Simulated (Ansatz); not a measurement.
**HfSi3O8: the cell at several levels of theory**

How does the equilibrium cell of HfSi3O8, tetragonal host depend on the functional? It is relaxed with PBE, r2SCAN and PBEsol. This is a trial cell built on a prototype, not taken from a measured structure, and it needn't be the compound's ground state.

The runs shown are made with Ansatz 0.2.0. PAW datasets, plane waves, zero pressure. No spin polarisation and no zero-point or thermal motion; the cell was built from a prototype and may be hypothetical.

### Step 1. The system as given

This is the cell as the run starts from it, not yet at rest; its lengths are not the crystal's.

The symmetry is Pmm2 (No. 25, orthorhombic); conventional cell a = 3.092 Å, b = 6.184 Å, c = 4.495 Å, 7.16 Å³ an atom. Si has 4 O at 1.78 Å; O has 2 Si at 1.78 Å; O has 1 Si at 1.78 Å and 1 Hf at 1.78 Å.

As a file:

```cif
data_structure
_symmetry_space_group_name_H-M 'Pmm2'
_symmetry_Int_Tables_number 25
_cell_length_a 3.0922
_cell_length_b 6.1845
_cell_length_c 4.4948
_cell_angle_alpha 90.000
_cell_angle_beta 90.000
_cell_angle_gamma 90.000
_cell_volume 85.96
loop_
_atom_site_label
_atom_site_type_symbol
_atom_site_symmetry_multiplicity
_atom_site_Wyckoff_symbol
_atom_site_fract_x
_atom_site_fract_y
_atom_site_fract_z
_atom_site_occupancy
Si1 Si 2 h 0.50000 0.25000 0.50000 1
Si2 Si 1 a 0.00000 0.00000 0.00000 1
O1 O 1 c 0.50000 0.00000 0.30279 1
O2 O 2 g 0.00000 0.25000 0.19721 1
O3 O 2 g 0.00000 0.25000 0.69721 1
O4 O 1 c 0.50000 0.00000 0.80279 1
Hf1 Hf 1 b 0.00000 0.50000 0.00000 1
O5 O 1 d 0.50000 0.50000 0.30279 1
O6 O 1 d 0.50000 0.50000 0.80279 1
```

### Step 2. PBE: cell and atoms

File input.yaml:

```yaml
crystal:
  lattice:
    - [3.09224225, 0.0, 0.0]
    - [0.0, 6.18448451, 0.0]
    - [0.0, 0.0, 4.49481756]
  atoms:
    - { symbol: Si, position: [0.5, 0.25, 0.5] }
    - { symbol: Si, position: [0.0, 0.0, 0.0] }
    - { symbol: O, position: [0.5, 0.0, 0.30279212] }
    - { symbol: O, position: [0.0, 0.25, 0.19720788] }
    - { symbol: O, position: [0.0, 0.25, 0.69720788] }
    - { symbol: O, position: [0.5, 0.0, 0.80279212] }
    - { symbol: Si, position: [0.5, 0.75, 0.5] }
    - { symbol: Hf, position: [0.0, 0.5, 0.0] }
    - { symbol: O, position: [0.5, 0.5, 0.30279212] }
    - { symbol: O, position: [0.0, 0.75, 0.19720788] }
    - { symbol: O, position: [0.0, 0.75, 0.69720788] }
    - { symbol: O, position: [0.5, 0.5, 0.80279212] }
kpoints:
  mp_grid: { grid: [8, 4, 6] }
hamiltonian:
  xc: pbe
scf:
  occupations: { method: fermi_dirac, width: 0.02 }
relax:
  f_tol: 0.005
  cell: {}
```

Further steps of the session: Relaxing with r2SCAN; PBEsol: cell and atoms.

Before running it: what results should come out? Wanted: for each run, a; b; c; volume; space group; SCF geometries.

**Answer**, as computed:

| level | a (Å) | b (Å) | c (Å) | volume (Å³/atom) | space group | SCF geometries |
| --- | --- | --- | --- | --- | --- | --- |
| PBE | 3.538 | 5.766 | 6.503 | 11.054 | Pmm2 | 55 |
| r2SCAN | 3.444 | 5.815 | 5.822 | 9.718 | Pmm2 | 16 |
| PBEsol | 3.508 | 5.763 | 5.823 | 9.810 | Pmm2 | 26 |

The first relaxation changed the volume by +54.3 % from the start. r2SCAN gives the smallest cell and PBE the largest; they differ by 13.8 % in volume, a mean of 4.4 % in length. The meshes differ: PBE 8×4×6, r2SCAN 6×4×4, PBEsol 6×4×4.
